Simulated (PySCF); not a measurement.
**ZnH: bond curves at several levels of theory**

The task here is to estimate one member of a computed series from the others.

Computed with PySCF 2.14.0. Level: Zn pcseg-1, H pcseg-1, no relativity.

The first run:

Settings of the job:

```json
{
  "atoms": "Zn, H",
  "charge": "0",
  "basis": "Zn pcseg-1, H pcseg-1",
  "Hamiltonian": "no relativity",
  "basis functions": "36",
  "electrons treated": "31",
  "masses in u": "63.9291, 1.0078",
  "levels": "PBE0, PBE, r²SCAN, M06, B97-3, B3LYP, HSE06, HF, MP2, SCS-MP2, CCSD, CCSD(T)",
  "grid": "80 radial by 434 angular points",
  "occupations": "held fixed by the projection of orbital angular momentum",
  "dissociation limit": "Zn + H, each in its ground configuration",
  "starting distance in angstrom": "1.510",
  "values of 2S to try": "1, 3"
}
```

Launch:

```
> OMP_NUM_THREADS=1 python dia.py task.json out
```

Among the steps run: Input; The PBE0 curve of the state that the search chose; Higher solutions at PBE0; PBE (GGA); r²SCAN; M06; B97-3 (global hybrid GGA); B3LYP (global hybrid GGA); HSE06 (range-separated hybrid); UHF; MP2 and coupled cluster.

One of the session's tables, all rows but one given; the rest of the session is left out.

Energy (eV) from each level's lowest point:

| R (Å) | UHF | UHF-MP2 | UHF-SCS-MP2 | UHF-CCSD | UHF-CCSD(T) |
| --- | --- | --- | --- | --- | --- |
| 1.406 | 0.378 | 0.263 | 0.276 | n/a | n/a |
| 1.472 | 0.177 | 0.103 | 0.111 | 0.129 | 0.126 |
| 1.537 | 0.060 | 0.021 | 0.024 | 0.034 | 0.032 |
| 1.586 | 0.015 | 0.000 | 0.000 | 0.003 | 0.003 |
| 1.635 | 0.000 | 0.007 | 0.004 | 0.000 | 0.000 |
| 1.684 | ? | ? | ? | ? | ? |
| 1.750 | 0.049 | 0.104 | 0.094 | 0.070 | 0.071 |
| 1.831 | 0.131 | 0.215 | 0.202 | 0.163 | 0.162 |
| 1.929 | 0.255 | 0.368 | 0.353 | 0.295 | 0.293 |
| 2.060 | 0.424 | 0.566 | 0.551 | n/a | n/a |

Estimate the missing values for R (Å) = 1.684.

Worked estimate for «UHF». A straight line through the neighbours (1.635, 0.000) and (1.750, 0.049) gives 0.000 + (0.049 − 0.000) × (1.684 − 1.635) / (1.750 − 1.635) = 0.021; a parabola fitted to 4 rows on both sides gives 0.011.

As computed: UHF: 0.009; UHF-MP2: 0.038; UHF-SCS-MP2: 0.031; UHF-CCSD: 0.019; UHF-CCSD(T): 0.019. In «UHF» the line misses by +0.012 and the parabola by +0.002.
